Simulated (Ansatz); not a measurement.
MnSb4:

```
CELL_PARAMETERS angstrom
3.08050 0.00000 0.00000
0.00000 3.08050 0.00000
0.00000 0.00000 14.99420
ATOMIC_POSITIONS crystal
Sb 0.00000 0.00000 0.81968
Sb 0.00000 0.00000 0.60055
Sb 0.00000 0.00000 0.39945
Sb 0.00000 0.00000 0.18032
Mn 0.00000 0.00000 0.00000
```

The cell comes from a database or a generator and needn't be the stable form of this composition.

Base run:

```yaml
Program: Ansatz 0.2.0
Functional: PBE
Potentials_or_basis: Ansatz PAW
Cutoff: "420 eV (not typed: the program's choice for these potentials)"
k_mesh: 9 × 9 × 2
Occupations: fermi-dirac, width 0.05 eV
Spin: collinear spin, ferromagnetic start
Starting_moments: "[0.0, 0.0, 0.0, 0.0, 4.0] μB"
```

Its results: band gap on the k mesh none (metal or under the smearing width); pressure -0.4 GPa; largest force 0.036 eV/Å.

Problem. The run is repeated on the same cell with these changes: spin from collinear spin, ferromagnetic start to no spin polarisation. What comes out?

Solution. Band gap on the k mesh none (metal or under the smearing width); pressure -3.9 GPa; largest force 0.543 eV/Å.

Caveats: a cell with one magnetic atom can't hold antiferromagnetic order, which such compounds often take (some runs).
